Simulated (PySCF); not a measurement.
# C3H7Br: the cost of one run

Programs: PySCF 2.14.0, with routines of our own; each step states its level. All values are computed. Atoms count from 0.

## 1. The system as given

11 atoms, charge 0, multiplicity 1; geometry from: GFN2-xTB.

## 2. Geometry optimisation at PBE0-D3(BJ)/def2-SVP

What the job is given:

```
{"job": {"xc": "PBE0", "basis": "def2-SVP", "d3": "d3bj", "grid": 1, "maxiter": 30, "shake": 0.01, "kind": "geom"}, "charge": 0, "multiplicity": 1}
C     -0.947990     0.586700     0.313960
C     -0.300440    -0.595210    -0.339390
C      1.002390    -0.232660    -1.007160
Br     2.397820     0.322880     0.311450
H     -0.337610     1.024430     1.078080
H     -1.167620     1.391120    -0.432410
H     -1.903910     0.317430     0.759750
H     -0.110290    -1.361780     0.407370
H     -0.949130    -1.002560    -1.090420
H      1.452230    -1.083020    -1.514510
H      0.902670     0.606830    -1.674340
```

Run with:

```
$ OMP_NUM_THREADS=1 python heavy_run.py task.json out
```

One launch serves the whole session: the jobs run in the order shown.

**Question.** How long does this first job take on 1 thread of Intel Xeon Platinum 8375C at 2.90GHz, shared host, and how much memory does it need?

About 19 s, with a peak of 0.45 GiB.
